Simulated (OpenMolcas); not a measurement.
**Au³⁺ among point charges: CASSCF and CASPT2 levels and susceptibility**

How does a field of 8 point charges split the states of Au³⁺, and what χT follows?

Method: state-averaged CASSCF and CASPT2, spin-orbit coupling by RASSI with atomic mean-field integrals. Code: OpenMolcas 26.06.

### Step 1. The atom as given

| Property | Result |
| --- | --- |
| Species | Au³⁺ (gold, Z = 79, 76 electrons) |
| Basis | ANO-RCC-VDZP [7s6p4d2f], 59 functions |
| Scalar Hamiltonian | DKH2, point nucleus |
| Inactive shells | 1s 2s 2p 3s 3p 3d 4s 4p 4d 4f 5s 5p |
| Active space | 8 electrons in 5 orbitals (5d) |
| Some configurations of this space | 5d⁸ |
| Orbitals | optimised for each spin and parity, averaged over all roots |

The outer shells:

5d8
```
5d [↑↓][↑↓][↑↓][↑ ][↑ ]
```

The ion sits among 8 point charges of -1.2 e arranged as a cube (Oh), 2.39 Å from the ion.

Each step is its own input file, run in one work folder so that later steps find the files of earlier ones. Labels, J, g values, rates, χT and fits are worked out afterwards by a script from the matrices that RASSI stores. The input lists half of the charges; inversion (Group=XYZ) makes the rest.

### Step 2. Basis and integrals

Input file a.inp:

```
&GATEWAY
Coord
1

Au 0.0 0.0 0.0
Basis=ANO-RCC-VDZP
Group=XYZ
NoMove
AngMom=0.0 0.0 0.0
AMFI
XField
4 Angstrom 0
1.379867 1.379867 1.379867 -1.200000
1.379867 1.379867 -1.379867 -1.200000
1.379867 -1.379867 1.379867 -1.200000
1.379867 -1.379867 -1.379867 -1.200000
&SEWARD
```

On the command line:

```bash
$ OMP_NUM_THREADS=1 MOLCAS_MEM=1689 MOLCAS_PROJECT=a pymolcas a.inp > a.log
```

### Step 3. Reference wave functions, triplets of even parity, 10 roots

Input file a.inp:

```
&RASSCF
FileOrb=start.orb
Symmetry=1
Spin=3
nActEl=8 0 0
Inactive=15 19
Ras2=5 0
CIRoot=10 10 1
SDav=10
CIMx=300
Iter=120 100
PrWF=0.3
OrbListing=Nothing
MaxOrb=0
>>> COPY $Project.JobIph JOB001
```

start.orb holds the contracted functions of the basis, ordered by shell, or the orbitals of the step before.

### Step 4. Reference wave functions, singlets of even parity, 15 roots

Input file a.inp:

```
&RASSCF
FileOrb=start.orb
Symmetry=1
Spin=1
nActEl=8 0 0
Inactive=15 19
Ras2=5 0
CIRoot=15 15 1
SDav=15
CIMx=300
Iter=120 100
PrWF=0.3
OrbListing=Nothing
MaxOrb=0
>>> COPY $Project.JobIph JOB002
```

### Step 5. State interaction with spin-orbit coupling

Input file a.inp:

```
&RASSI
NrOfJobIphs=2 10 15
1 2 3 4 5 6 7 8 9 10
1 2 3 4 5 6 7 8 9 10 11 12 13 14 15
IphNames
JOB001
JOB002
EJob
SpinOrbit
DIPRint=1.0
SOCoupling=1000.0
Subsets=2
Property=9
'ANGMOM' 1 'ANGMOM' 2 'ANGMOM' 3 'MLTPL  1' 1 'MLTPL  1' 2 'MLTPL  1' 3
'AMFI' 1 'AMFI' 2 'AMFI' 3
SOProperty=3
'ANGMOM' 1 'ANGMOM' 2 'ANGMOM' 3
```

### Step 6. CASPT2: IPEA 0.25, imaginary shift 0.1 (closed shells correlated: 5s 5p)

Input file a.inp:

```
>>> COPY JOB001 $Project.JobIph
&CASPT2
Multistate=10 1 2 3 4 5 6 7 8 9 10
NoMult
Frozen=14 16
IPEA=0.25
Imaginary=0.1
MaxIter=60
WThr=0.0 0.3 0.05
PrWF=0.5
NoMix
>>> COPY JOB002 $Project.JobIph
&CASPT2
Multistate=15 1 2 3 4 5 6 7 8 9 10 11 12 13 14 15
NoMult
Frozen=14 16
IPEA=0.25
Imaginary=0.1
MaxIter=60
WThr=0.0 0.3 0.05
PrWF=0.5
NoMix
```

(Steps that only read results are left out.)

What does the calculation give? Wanted: spin-free ground state; first state of the same spin within the active space; lowest level; next level.

As calculated:

| quantity | value |
| --- | --- |
| method | SS-CASPT2, IPEA 0.25, imaginary shift 0.1 (closed shells correlated: 5s 5p) |
| spin-free ground state | 3T1, 3-fold in its orbital part |
| first state of the same spin within the active space | 3T2 at 2210 cm⁻¹ |
| lowest level | 1-fold A1 |
| next level | 755.4 cm⁻¹ |
| χT at 300 K | 2.05 cm³ K/mol |
| effective moment at 300 K | 4.05 μB |

Cost by method:

```tsv
method	time of its own steps	time with the reference
A. CASSCF	4.7 s	4.7 s
B. SS-CASPT2, IPEA 0.25, imaginary shift 0.1, +5s 5p	1.8 s	6.5 s
```

Times are of one thread on a shared host.

In words: The spin-free ground state (3T1) comes to 100 % from free-ion F terms and keeps the highest spin of the shell. χT at 300 K is 2.05, against 1.00 cm³ K/mol for the spin alone, so orbital moment adds to it. A ligand-field fit to the states below 45000 cm-1 gives 10Dq = -3003 cm-1, B = 832 cm-1 and C = 3266 cm-1 (C/B = 3.93), with a deviation of 401 cm-1. CASPT2 does not keep the components of a term degenerate, and the means are used. The field of point charges can differ much from that of real complexes. This is an electrostatic model: the charges have no orbitals.
